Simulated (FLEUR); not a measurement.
# Ti3S2 (R32) in FLEUR: single point with PBEsol

Aim: the single point of Ti3S2 with PBEsol.

All numbers are computed with FLEUR MaX-R8.1 (later development tree); they aren't measurements. Logs are shortened: lines on timing, memory, paths and dates and some standing lists are left out, and cuts for length are marked.

### Step 1. Starting point

Symmetry: R32, No. 155, trigonal system. Conventional cell: a = 5.426 Å, b = 5.426 Å, c = 9.713 Å, α = 90.00°, β = 90.00°, γ = 120.00°. Ti (site symmetry 2) has 4 S at 2.42 to 2.44 Å as nearest neighbours. Around S (site symmetry 3) lie 6 Ti at 2.42 to 2.44 Å.

The cell comes from a database or a generator and needn't be the stable form of this composition.

### Step 2. Single point, PBEsol

Input file inp.xml:

```xml
<?xml version="1.0" encoding="UTF-8" standalone="no"?>
<fleurInput fleurInputVersion="0.39">
   <comment>
      Ti3S2                                                                                               
   </comment>
   <calculationSetup>
      <cutoffs Kmax="5.05" Gmax="15.7" GmaxXC="15.7" numbands="0"/>
      <scfLoop itmax="60" minDistance="0.00001" maxIterBroyd="15" imix="Anderson" alpha="0.05" precondParam="0.0" spinf="2.0" sdNocoIR="T"/>
      <coreElectrons ctail="T" frcor="F" kcrel="0" coretail_lmax="0"/>
      <xcFunctional name="PBEs" relativisticCorrections="F"/>
      <magnetism jspins="1"/>
      <soc l_soc="F" theta="0.0" phi="0.0" spav="F"/>
      <expertModes spex="0" secvar="F"/>
      <geometryOptimization l_f="T" forcealpha="1.0" forcemix="BFGS" epsdisp="0.0005" epsforce="0.0002"/>
      <ldaU l_linMix="F" mixParam="0.05" spinf="1.0"/>
   </calculationSetup>
   <cell>
      <bzIntegration valenceElectrons="48.0" mode="hist" fermiSmearingEnergy="0.00183747">
         <kPointListSelection listName="default-1"/>
         <!-- k-points included here -->
         <xi:include xmlns:xi="http://www.w3.org/2001/XInclude" href="kpts.xml"> </xi:include>
      </bzIntegration>
      <!-- symmetry operations included here -->
      <xi:include xmlns:xi="http://www.w3.org/2001/XInclude" href="sym.xml"> </xi:include>
      <bulkLattice scale="1.0">
         <bravaisMatrix>
            <row-1>    5.1270422613877908     2.9600992297186592     6.1182120808473650</row-1>
            <row-2>   -5.1270422613877908     2.9600992297186592     6.1182120808473650</row-2>
            <row-3>    0.0000000000000000    -5.9201984594373185     6.1182120808473650</row-3>
         </bravaisMatrix>
      </bulkLattice>
   </cell>
   <atomSpecies>
      <species name="Titanium (Ti)" element="Ti" atomicNumber="22">
         <mtSphere radius="2.2" gridPoints="745" logIncrement="0.016"/>
         <atomicCutoffs lmax="9" lnonsphr="9"/>
         <electronConfig flipSpins="F">
            <coreConfig>(1s1/2) (2s1/2) (2p1/2) (2p3/2)</coreConfig>
            <valenceConfig>(3s1/2) (3p1/2) (3p3/2) (4s1/2) (3d3/2) (3d5/2)</valenceConfig>
            <stateOccupation state="(3d3/2)" spinUp="0.400000" spinDown="0.400000"/>
            <stateOccupation state="(3d5/2)" spinUp="0.600000" spinDown="0.600000"/>
         </electronConfig>
         <energyParameters s="4" p="4" d="3" f="4"/>
         <lo type="SCLO" l="0" n="3" eDeriv="0"/>
         <lo type="SCLO" l="1" n="3" eDeriv="0"/>
         <lo type="SCLO" l="1" n="3" eDeriv="1"/>
         <lo type="SCLO" l="2" n="3" eDeriv="2"/>
         <lo type="SCLO" l="3" n="4" eDeriv="2"/>
      </species>
      <species name="Sulfur (S)" element="S" atomicNumber="16">
         <mtSphere radius="1.94" gridPoints="655" logIncrement="0.018"/>
         <atomicCutoffs lmax="8" lnonsphr="8"/>
         <electronConfig flipSpins="F">
            <coreConfig>(1s1/2) (2s1/2) (2p1/2) (2p3/2)</coreConfig>
            <valenceConfig>(3s1/2) (3p1/2) (3p3/2)</valenceConfig>
            <stateOccupation state="(3p1/2)" spinUp="0.666667" spinDown="0.666667"/>
            <stateOccupation state="(3p3/2)" spinUp="1.333333" spinDown="1.333333"/>
         </electronConfig>
         <energyParameters s="3" p="3" d="3" f="4"/>
         <lo type="SCLO" l="0" n="3" eDeriv="2"/>
         <lo type="SCLO" l="1" n="3" eDeriv="2"/>
         <lo type="SCLO" l="2" n="3" eDeriv="2"/>
         <lo type="SCLO" l="3" n="4" eDeriv="2"/>
      </species>
   </atomSpecies>
   <atomGroups>
      <atomGroup species="Titanium (Ti)">
         <relPos label="                   1">.0000000000 .3356550000 -.3356550000</relPos>
         <relPos label="                   2">-.3356550000 .0000000000 .3356550000</relPos>
         <relPos label="                   3">.3356550000 -.3356550000 .0000000000</relPos>
         <force calculate="T" relaxXYZ="TTT"/>
      </atomGroup>
      <atomGroup species="Sulfur (S)">
         <relPos label="                   4">.1678390000 .1678390000 .1678390000</relPos>
         <relPos label="                   5">-.1678390000 -.1678390000 -.1678390000</relPos>
         <force calculate="T" relaxXYZ="TTT"/>
      </atomGroup>
   </atomGroups>
   <output dos="F" band="F" slice="F">
      <checks vchk="F" cdinf="F"/>
      <bandDOS minEnergy="-.5*Htr" maxEnergy="0.5*Htr" sigma="0.015" storeEVData="T"/>
      <vacuumDOS vacdos="F" integ="F" star="F" nstars="0" locx1="0.0" locy1="0.0" locx2="0.0" locy2="0.0" nstm="0" tworkf="0.0"/>
      <unfoldingBand unfoldBand="F" supercellX="1" supercellY="1" supercellZ="1"/>
      <plotting iplot="0" polar="F">
         <plot TwoD="T" vec1="  1.0  0.0  0.0" vec2="  0.0  1.0  0.0" vec3="  0.0  0.0  1.0" zero="  0.0  0.0  0.0" file="plot"/>
      </plotting>
      <chargeDensitySlicing numkpt="0" minEigenval="0.0" maxEigenval="0.0" nnne="0" pallst="F"/>
      <specialOutput eonly="F"/>
      <moessbauerParams electricFieldGradient="T" isomerShift="T" coreHyperfine="T" valenceHyperfine="T"/>
      <magneticCircularDichroism mcd="F" energyLo="-10.0" energyUp="0.0"/>
   </output>
  <!-- We include the file relax.xml here to enable relaxations (see documentation) -->
  <xi:include xmlns:xi="http://www.w3.org/2001/XInclude" href="relax.xml"> <xi:fallback/> </xi:include>
</fleurInput>
```

Input file crystal.txt:

```
Ti3S2
&input cartesian=F /
2.7131139241  1.5664170544  3.2376184047
-2.7131139241  1.5664170544  3.2376184047
0.0000000000  -3.1328341088  3.2376184047
1.8897261246
1.0 1.0 1.0

5
22 0.0000000000  0.3356550000  0.6643450000
22 0.6643450000  0.0000000000  0.3356550000
22 0.3356550000  0.6643450000  0.0000000000
16 0.1678390000  0.1678390000  0.1678390000
16 0.8321610000  0.8321610000  0.8321610000

&kpt div1=6 div2=6 div3=6 gamma=T /
```

Potentials or basis: all-electron, FLAPW.

Started as:

```
> inpgen -f crystal.txt -profile fastHighL
> # inp.xml edited to the form shown
> fleur_MPI
```

Log:

```text
Welcome to FLEUR        (www.flapw.de)
      MaX-Release 8.1          (www.max-centre.eu)

 ========== k-point set info ==========
 Selected k-point list: default-1
 k-point list type: mesh
 6 x 6 x 6
 Number of k points: 32

 ------------Calculation Setup---------------------------
 Number of MPI-tasks      :            1
 Number of PE/node        :            1
 Number of OMP-threads    :            1
 Most efficient MPI parallelization for:
           1           2           4           8          16          32
 Additional eigenvalue parallelization possible
 Number of basis functions:         1403
 Approximate size of matrices (H+S) per k-point:         0.059 GB
 --------------------------------------------------------
 Iteration:     1   Distance:       7.52397221 me/bohr^3
 Iteration:     2   Distance:       6.74322584 me/bohr^3
 Iteration:     3   Distance:       3.77979168 me/bohr^3
 Iteration:     4   Distance:       2.45875309 me/bohr^3
 Iteration:     5   Distance:       1.06624237 me/bohr^3
 Iteration:     6   Distance:       0.64194294 me/bohr^3
 Iteration:     7   Distance:       0.22245233 me/bohr^3
 Iteration:     8   Distance:       0.04974851 me/bohr^3
 Iteration:     9   Distance:       0.04048977 me/bohr^3
 Iteration:    10   Distance:       0.01434305 me/bohr^3
 Iteration:    11   Distance:       0.00298977 me/bohr^3
 Iteration:    12   Distance:       0.00208086 me/bohr^3
 Iteration:    13   Distance:       0.00069601 me/bohr^3
 Iteration:    14   Distance:       0.00013758 me/bohr^3
 Iteration:    15   Distance:       0.00007261 me/bohr^3
 Iteration:    16   Distance:       0.00006569 me/bohr^3
 Iteration:    17   Distance:       0.00003536 me/bohr^3
 Iteration:    18   Distance:       0.00000934 me/bohr^3
 Reset of history

 ********************************************************************
 Run finished successfully
 Stop message:
   Structural relaxation: new displacements generated
 ********************************************************************
```

Wall time 26 min (1 thread of Arm Neoverse V2, shared host); peak memory 0.18 GiB.

Results:

| Item | Value |
| --- | --- |
| Free energy | -91319.9210 eV |
| Largest force | 0.044 eV/Å |
| Band gap on the k mesh | none (metal or under the smearing width) |
| Valence electrons inside the program's atomic spheres | Ti 9.97; S 3.81 (radii Ti 2.2, S 1.94 bohr) |

Forces on the atoms (eV/Å):
```
Ti   0.022 -0.038  0.000
Ti   0.022  0.038  0.000
Ti  -0.044  0.000  0.000
S    0.000  0.000  0.031
S    0.000  0.000 -0.031
```

Levels at points of the mesh, in eV from the Fermi level:
```
           k point  band 21  band 22  band 23  band 24  band 25  band 26  band 27  band 28
(0.00, 0.00, 0.00)    -2.14    -1.41    -0.01    -0.01     0.57     0.57     1.78     1.78
(0.00, 0.00, 0.50)    -0.92    -0.89    -0.67    -0.44    -0.15     0.83     1.29     1.38
(0.00, 0.50, 0.50)    -1.45    -1.03    -0.69    -0.21     0.10     0.67     1.37     1.54
(0.50, 0.50, 0.50)    -0.82    -0.17    -0.17    -0.05     0.31     0.31     0.82     0.82
```

Core levels (eV from the Fermi level):
```tsv
atom	levels
1 Ti	1s1/2 -4856.4, 2s1/2 -530.5, 2p1/2 -442.1, 2p3/2 -436.3
2 Ti	1s1/2 -4856.4, 2s1/2 -530.5, 2p1/2 -442.1, 2p3/2 -436.3
3 Ti	1s1/2 -4856.4, 2s1/2 -530.5, 2p1/2 -442.1, 2p3/2 -436.3
4 S	1s1/2 -2396.3, 2s1/2 -206.2, 2p1/2 -152.1, 2p3/2 -150.8
5 S	1s1/2 -2396.3, 2s1/2 -206.2, 2p1/2 -152.1, 2p3/2 -150.8
```
